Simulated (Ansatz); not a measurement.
# HfH3S4 (quartet): from a generated start to a stationary point

Aim: relax a generated start of HfH3S4 (quartet) and see which bonds hold.

The runs use Ansatz 0.2.0, Gaussian basis; UKS PBE0/def2-SVP.

**1. Where the work starts**

8 atoms, charge 0, spin multiplicity 4.

Atoms are counted from 1 here; the program's logs count them from 0.

Bond lengths: S1–Hf2 2.531 Å, S1–H6 1.326 Å, Hf2–S3 2.531 Å, Hf2–S4 2.532 Å, Hf2–S5 2.531 Å, S4–H7 1.326 Å, S5–H8 1.326 Å. Angles: Hf2–S1–H6 97.3°, S1–Hf2–S3 90.0°, S1–Hf2–S4 179.9°, S1–Hf2–S5 90.0°, S3–Hf2–S4 90.0°, S3–Hf2–S5 179.8°, S4–Hf2–S5 90.0°, Hf2–S4–H7 97.3°, Hf2–S5–H8 97.4°.

The start is a generated structure. Sticks and bond lists go by distance. No spin-orbit coupling is included. Elements past krypton take def2 core potentials.

**2. Relaxation**

The input, in.yaml:

```yaml
crystal:
  periodic: [false, false, false]
  atoms:
    - {symbol: S, position_ang: [0.637540, 1.891150, -1.558230]}
    - {symbol: Hf, position_ang: [-0.000270, 0.000480, -0.000800]}
    - {symbol: S, position_ang: [1.996720, -1.333280, -0.801260]}
    - {symbol: S, position_ang: [-0.640310, -1.893400, 1.553780]}
    - {symbol: S, position_ang: [-1.993390, 1.335900, 0.806090]}
    - {symbol: H, position_ang: [-0.357490, 2.710050, -1.244780]}
    - {symbol: H, position_ang: [0.353030, -2.714000, 1.239420]}
    - {symbol: H, position_ang: [-2.458310, 0.442340, 1.668840]}
basis:
  gaussian: {orbitals: def2-SVP}
magnetization: {spin_polarized: true, initial_magnetization: 3}
hamiltonian: {xc: pbe0}
relax: {f_tol: 0.01, max_steps: 150}
```

On the command line:

```bash
> ansatz run in.yaml --threads 1 --pin off --events-out ev --progress --plain --max-ram 24576MiB --backend cuda --devices 0, --max-vram 18GiB
```

**Question.** What will these runs give? Wanted: energy gained; shift from the start; total energy; dipole moment; ⟨S²⟩.

The runs gave:

| quantity | value |
| --- | --- |
| steps | 12 |
| energy gained | 0.586 eV |
| shift from the start (rms) | 0.323 Å |
| total energy | -44669.0669 eV |
| dipole moment | 1.96 D |
| ⟨S²⟩ | 3.761 |

The bonds of the start are those of the end. S1–Hf2 went from 2.531 to 2.438 Å. No vibrations were run, so this is a stationary point, not a proven minimum, and this spin need not be the ground state's.
